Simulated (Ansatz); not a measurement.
# CH6N2Si: a ladder of functionals and wavefunction methods

The task here is to estimate one member of a computed series from the others.

Method: functionals in def2-TZVPP, the program's frozen cores in correlated methods; program: Ansatz 0.2.0, Gaussian basis.

Plan: LDA (SPW92), PBE-D4, revPBE-D4, BLYP-D4, r2SCAN-D4, B97M-V, PBE0-D4, B3LYP-D4, r2SCANh-D4, r2SCAN0-D4, HSE06-D4, BHLYP-D4, CAM-B3LYP-D4, LC-ωPBE, ωB97X-V, ωB97M-V, B2PLYP, PBE-QIDH; CCSD(T)/def2-SVP; CCSD(T)/def2-TZVPP; MP2/def2-QZVPP; extrapolation to the limit; RPA on PBE.

### The relaxed structure

All runs share one geometry, relaxed beforehand with PBE0-D4 in a triple-zeta def2 set.

10 atoms, charge 0, spin multiplicity 1.

Atoms are counted from 1 here; the program's logs count them from 0.

Bond lengths: C1–N2 1.257 Å, C1–H5 1.097 Å, C1–H6 1.104 Å, N2–Si3 1.750 Å, Si3–N4 1.708 Å, Si3–H7 1.493 Å, Si3–H8 1.482 Å, N4–H9 1.007 Å, N4–H10 1.007 Å. Angles: N2–C1–H5 120.7°, N2–C1–H6 124.1°, H5–C1–H6 115.3°, C1–N2–Si3 123.1°, N2–Si3–N4 114.0°, N2–Si3–H7 109.5°, N2–Si3–H8 105.7°, N4–Si3–H7 107.4°, N4–Si3–H8 108.3°, H7–Si3–H8 112.0°, Si3–N4–H9 120.3°, Si3–N4–H10 120.1°, H9–N4–H10 111.0°.

The first run:

File in.yaml:

```yaml
crystal:
  periodic: [false, false, false]
  atoms:
    - {symbol: C, position_ang: [-1.766502, 0.839376, -0.369150]}
    - {symbol: N, position_ang: [-0.770791, 0.210531, -0.808936]}
    - {symbol: Si, position_ang: [0.311772, -0.704306, 0.217970]}
    - {symbol: N, position_ang: [1.948135, -0.229008, 0.101617]}
    - {symbol: H, position_ang: [-2.420559, 1.398324, -1.049941]}
    - {symbol: H, position_ang: [-2.051929, 0.878797, 0.696213]}
    - {symbol: H, position_ang: [-0.099747, -0.543700, 1.644387]}
    - {symbol: H, position_ang: [0.201475, -2.111126, -0.236020]}
    - {symbol: H, position_ang: [2.469744, -0.407542, -0.741292]}
    - {symbol: H, position_ang: [2.261402, 0.617454, 0.548153]}
basis:
  gaussian: {orbitals: def2-TZVPP}
hamiltonian: {xc: lda}
output: {orbitals: {seedname: orbitals}}
```

Run with:

```
> ansatz run in.yaml --threads 2 --pin off --events-out ev --progress --plain --max-ram 4352MiB
```

Among the steps run: LDA; PBE-D4 (GGA); revPBE-D4 (GGA); BLYP-D4 (GGA); r2SCAN-D4 (meta-GGA); B97M-V (meta-GGA); PBE0-D4 (hybrid); B3LYP-D4 (hybrid); r2SCANh-D4 (hybrid); r2SCAN0-D4 (hybrid); HSE06-D4 (hybrid); BHLYP-D4 (hybrid); CAM-B3LYP-D4 (range-separated); LC-ωPBE (range-separated); ωB97X-V (range-separated); ωB97M-V (range-separated); B2PLYP (double hybrid); PBE-QIDH (double hybrid).

One table of the session follows, with a row left open; its other results are not shown here.

It belongs to the step «Frontier levels by functional». 

| functional | HOMO (eV) | gap (eV) |
| --- | --- | --- |
| LDA (SPW92) | -5.65 | 3.49 |
| PBE-D4 | -5.56 | 3.64 |
| revPBE-D4 | -5.51 | 3.69 |
| BLYP-D4 | -5.47 | 3.69 |
| r2SCAN-D4 | -5.83 | 4.14 |
| B97M-V | -6.01 | 4.39 |
| PBE0-D4 | -6.95 | 6.16 |
| B3LYP-D4 | -6.75 | 5.70 |
| r2SCANh-D4 | -6.35 | 5.08 |
| r2SCAN0-D4 | -7.15 | 6.48 |
| HSE06-D4 | -6.55 | 5.36 |
| BHLYP-D4 | ? | ? |
| CAM-B3LYP-D4 | -8.38 | 8.77 |
| LC-ωPBE | -9.70 | 11.33 |
| ωB97X-V | -9.38 | 10.92 |
| ωB97M-V | -9.29 | 10.70 |

Q: Estimate the row for BHLYP-D4 from the others.

Worked estimate for «HOMO (eV)». Against the share of exact exchange, BLYP-D4 (0, -5.47), B3LYP-D4 (0.2, -6.75) give a slope of -6.40 per unit share; at 0.5 the line stands at -8.67.

**Answer.** HOMO (eV): -8.32; gap (eV): 8.72. In «HOMO (eV)» the line misses by -0.35.
